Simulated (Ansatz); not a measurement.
# CH3BClFSe: basis-set convergence

The task here is to estimate one member of a computed series from the others.

The runs use Ansatz 0.2.0, Gaussian basis; one geometry, several basis sets.

The runs, in order: PBE0-D4/def2-SVP; ωB97M-V/def2-SVP; PBE0-D4/def2-QZVPP; ωB97M-V/def2-QZVPP; the functionals' def2-TZVPP values are taken from earlier runs.

### Structure used throughout

The geometry comes from an earlier relaxation with PBE0-D4 in a triple-zeta def2 set; it is a stationary point, not always the lowest conformer.

SMILES `C[Se]B(F)Cl`, 8 atoms, charge 0, spin multiplicity 1.

Atoms are counted from 1 here; the program's logs count them from 0.

Bond lengths: C1–Se2 1.948 Å, C1–H6 1.088 Å, C1–H7 1.087 Å, C1–H8 1.087 Å, Se2–B3 1.926 Å, B3–F4 1.319 Å, B3–Cl5 1.754 Å. Angles: Se2–C1–H6 106.2°, Se2–C1–H7 109.9°, Se2–C1–H8 109.9°, H6–C1–H7 110.1°, H6–C1–H8 110.1°, H7–C1–H8 110.6°, C1–Se2–B3 100.4°, Se2–B3–F4 118.0°, Se2–B3–Cl5 123.8°, F4–B3–Cl5 118.2°.

The first run:

in.yaml reads:

```yaml
crystal:
  periodic: [false, false, false]
  atoms:
    - {symbol: C, position_ang: [-0.840496, 0.869845, -0.530905]}
    - {symbol: Se, position_ang: [-0.666244, -0.129684, 1.131952]}
    - {symbol: B, position_ang: [0.963320, -1.096522, 0.786409]}
    - {symbol: F, position_ang: [1.413352, -1.908373, 1.723885]}
    - {symbol: Cl, position_ang: [1.881251, -0.959025, -0.701616]}
    - {symbol: H, position_ang: [-1.750310, 1.459666, -0.436763]}
    - {symbol: H, position_ang: [0.017255, 1.524603, -0.660443]}
    - {symbol: H, position_ang: [-0.926128, 0.182388, -1.368318]}
basis:
  gaussian: {orbitals: def2-SVP}
hamiltonian: {xc: pbe0, dispersion: d4}
output: {orbitals: {seedname: orbitals}}
```

The run is started by

```
ansatz run in.yaml --threads 4 --pin off --events-out ev --progress --plain --max-ram 10444MiB
```

Among the steps run: PBE0-D4 in def2-SVP; ωB97M-V in def2-SVP; PBE0-D4 in def2-QZVPP; ωB97M-V in def2-QZVPP.

One of the session's tables, all rows but one given; the rest of the session is left out.

It belongs to the step «Functionals by basis». 

```
functional       basis  HOMO (eV)
   PBE0-D4    def2-SVP          ?
   PBE0-D4  def2-TZVPP      -7.32
   PBE0-D4  def2-QZVPP      -7.34
   ωB97M-V    def2-SVP      -9.32
   ωB97M-V  def2-TZVPP      -9.44
   ωB97M-V  def2-QZVPP      -9.46
```

Q: Estimate the row for PBE0-D4, def2-SVP from the others.

As computed: HOMO (eV): -7.23. In the column «HOMO (eV)» it is the highest.
